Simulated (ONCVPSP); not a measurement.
# Pseudopotential generation for O: ONCV, PBE

Aim: build the potential from the settings below, then test how well it stands in for the atom: other configurations, scattering, ghost states and the plane-wave cutoff that it needs.

Program: ONCVPSP 4.0.1. Reference atom: PBE, scalar-relativistic, spherical and spin-unpolarised. All values are calculated.

## Step 1: Settings

Typed settings, in words:

```json
{
 "element": "oxygen (O, Z = 8)",
 "type": "optimised norm-conserving Vanderbilt (ONCV)",
 "frozen core": "[He]",
 "valence charge": "6",
 "reference configuration": "2s2 2p4",
 "partial waves": "2s: rc 0.70 bohr, ncon 3, nbas 7, qcut 8.1 1/bohr, 1 projector; 2p: rc 1.15 bohr, ncon 4, nbas 8, qcut 13.7 1/bohr, 2 projectors, debl 1.7 Ha; d scattering state at 0.17 Ha: rc 0.90 bohr, ncon 3, nbas 6, qcut 11.8 1/bohr, 3 projectors, debl 0.7 Ha",
 "local potential": "polynomial inside 0.65 bohr (lpopt 4, dvloc0 4 Ha)",
 "core correction": "not asked for"
}
```

The nodes and maxima of the atom's own shells, from an earlier all-electron run, set the scale for the radii.

All-electron outer shells of the reference configuration (PBE, scalar-relativistic, ld1.x):

| shell | level (eV) | outermost node (bohr) | outermost maximum (bohr) |
| --- | --- | --- | --- |
| 1s | -514.70 | – | 0.13 |
| 2s | -23.96 | 0.28 | 0.87 |
| 2p | -9.03 | – | 0.82 |

## Step 2: Generation

Contents of O.dat:

```
# ATOM AND REFERENCE CONFIGURATION
# atsym  z   nc   nv     iexc    psfile
  O 8.00    1    2        4      upf
#
#   n    l    f
    1    0    2.00
    2    0    2.00
    2    1    4.00
#
# PSEUDOPOTENTIAL AND OPTIMIZATION
# lmax
    2
#
#   l,   rc,      ep,       ncon, nbas, qcut
    0    0.70    0.00    3    7    8.10
    1    1.15    0.00    4    8   13.70
    2    0.90    0.17    3    6   11.80
#
# LOCAL POTENTIAL
# lloc, lpopt,  rc(5),   dvloc0
    4    4    0.65    4.00
#
# VANDERBILT-KLEINMAN-BYLANDER PROJECTORs
# l, nproj, debl
    0    1    3.60
    1    2    1.70
    2    3    0.70
#
# MODEL CORE CHARGE
# icmod, fcfact, rcfact
    0    0.00    0.00
#
# LOG DERIVATIVE ANALYSIS
# epsh1, epsh2, depsh
   -2.00    5.00    0.02
#
# OUTPUT GRID
# rlmax, drl
    6.00    0.01
#
# TEST CONFIGURATIONS
# ncnf
    4
# nvcnf
#   n    l    f
    2
    2    0    2.00
    2    1    3.00
#
    2
    2    0    2.00
    2    1    2.00
#
    2
    2    0    2.00
    2    1    1.00
#
    2
    2    0    1.00
    2    1    4.00
#
```

Launch:

```sh
$ oncvpsp.x < O.dat > O.out
```

Q: Predict the outcome of this session. Wanted: cutoffs for 1 and 0.1 mHa per electron, occupied waves; bound ghosts; GHOST(+) flags; largest test error; largest phase difference near zero energy, channels read.

The runs gave:

| quantity | value |
| --- | --- |
| cutoffs for 1 and 0.1 mHa per electron, occupied waves | 67 Ha and 250 Ha |
| bound ghosts | none found |
| GHOST(+) flags | d at 110 eV |
| largest test error (AE − PS) | +237 meV, for 2s2 2p1 |
| largest phase difference near zero energy, channels read | 0.003 rad |

**Reading.** The worst unpolarised test, 2s2 2p1, is off by 237 meV on 103.9 eV; by total energies transferability rates as fair for so large an energy. That test lies far up in energy; among those under 40 eV, nearer to bonding, the largest error is 4.5 meV. By its cutoff, 67 Ha for the looser tolerance, it is very hard. The tighter tolerance needs 250 Ha, and converged work needs a cutoff nearer that. At the looser tolerance the 2s wave is the slowest; 2p needs 52 Ha. No bound ghost shows below the valence levels. Near zero energy the phases of the channels with partial waves agree within 0.003 rad. The program also flags highly localised states, GHOST(+) (d). These are tests on the free atom; a crystal test is still owed.
